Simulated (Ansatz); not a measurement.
# GaH+ (doublet): from Hartree-Fock to the top rungs, cc-pVQZ

How much of the correlation energy of GaH+ (doublet) does each wave-function method recover here?

Method: cc-pVQZ, core rule «outside noble gas», up to 14 orbitals frozen; program: Ansatz 0.2.0, Gaussian basis.

The runs, in order: UHF; CCSD(T) on ROHF; CCSD(T) on UHF; BCCD(T) on ROHF; CCSDT on ROHF; CCSDT on UHF; CASSCF and MRCISD+Q, 3 electrons in 5 orbitals; CASSCF and NEVPT2, 3 electrons in 5 orbitals; Full CI.

17 further runs of the same task are left out: 4 for a known fault of the program, 6 that didn't finish, 7 set aside as unsound or not needed. Runs told in other sessions of the task aren't counted.

### Step 1. The geometry

The geometry is a PBE0/def2-TZVP stationary point (not a proven minimum) of the parent state, kept for this charge and spin. No spin-orbit coupling is included. The filled d shell of Ga may be among the frozen orbitals whatever the setting's name suggests.

2 atoms, charge 1, spin multiplicity 2.

Atoms are counted from 1 here; the program's logs count them from 0.

Bond lengths: Ga1–H2 1.607 Å.

### Step 2. UHF

The input, in.yaml:

```yaml
crystal:
  periodic: [false, false, false]
  atoms:
    - {symbol: Ga, position_ang: [0.000000, 0.000000, 0.000000]}
    - {symbol: H, position_ang: [0.000000, 0.000000, 1.606800]}
basis:
  gaussian: {orbitals: cc-pVQZ}
total_charge: 1
magnetization: {spin_polarized: true, initial_magnetization: 1}
hamiltonian: {xc: hf}
output: {orbitals: {seedname: orbitals}}
```

Command:

```bash
> ansatz run in.yaml --threads 1 --pin off --events-out ev --progress --plain --max-ram 2393MiB
```

The runs that follow: CCSD(T) on ROHF; CCSD(T) on UHF; BCCD(T) on ROHF; CCSDT on ROHF; CCSDT on UHF; CASSCF and MRCISD+Q, 3 electrons in 5 orbitals; CASSCF and NEVPT2, 3 electrons in 5 orbitals; Full CI.

Before running them: what should the planned runs give, taken together? Wanted: FCI from the RHF energy; RMP2 from FCI; UMP2 from FCI; RCCSD from FCI; RCCSD(T) from FCI; UCCSD(T) from FCI; NEVPT2 valence from FCI; MRCISD+Q valence from FCI; T1 diagnostic.

As calculated:

```
                         quantity                                                                                        value
          FCI from the ROHF energy                                                                                   -1.4381 eV
                    RMP2 from FCI                                                                                   +363.7 meV
                    UMP2 from FCI                                                                                   +329.9 meV
                   RCCSD from FCI                                                                                    +25.8 meV
                RCCSD(T) from FCI                                                                                     +3.4 meV
                UCCSD(T) from FCI                                                                                     -8.5 meV
          NEVPT2 valence from FCI                                                                                   +125.2 meV
        MRCISD+Q valence from FCI                                                                                     -0.9 meV
levels within 1 kcal/mol (43 meV)  RCCSD, UCCSD, RCCSD(T), UCCSD(T), BCCD(T), RCCSDT, UCCSDT, MRCISD valence, MRCISD+Q valence
                    T1 diagnostic                                                                                        0.048
   effectively unpaired electrons                                                                                         1.02
```

What this shows: RCCSD(T) lands +3.4 meV from the yardstick (0.2 % of the correlation energy). UCCSD(T), RCCSDT, UCCSDT fall below full CI: unrestricted runs freeze a spin-polarised core, another one than full CI's, and coupled cluster isn't variational. The occupations are near whole numbers, but T1 = 0.048 shows that the orbitals relax strongly. Of the multireference levels listed MRCISD+Q valence comes nearest in total energy (-0.9 meV), which doesn't show that its space is the better one. These misses are within one basis, not against nature; the frozen cores of restricted and unrestricted runs differ, which can shift their rows.

Levels on UHF freeze UHF's core orbitals, full CI those of ROHF, so the U rows can settle a little off it for that reason alone.
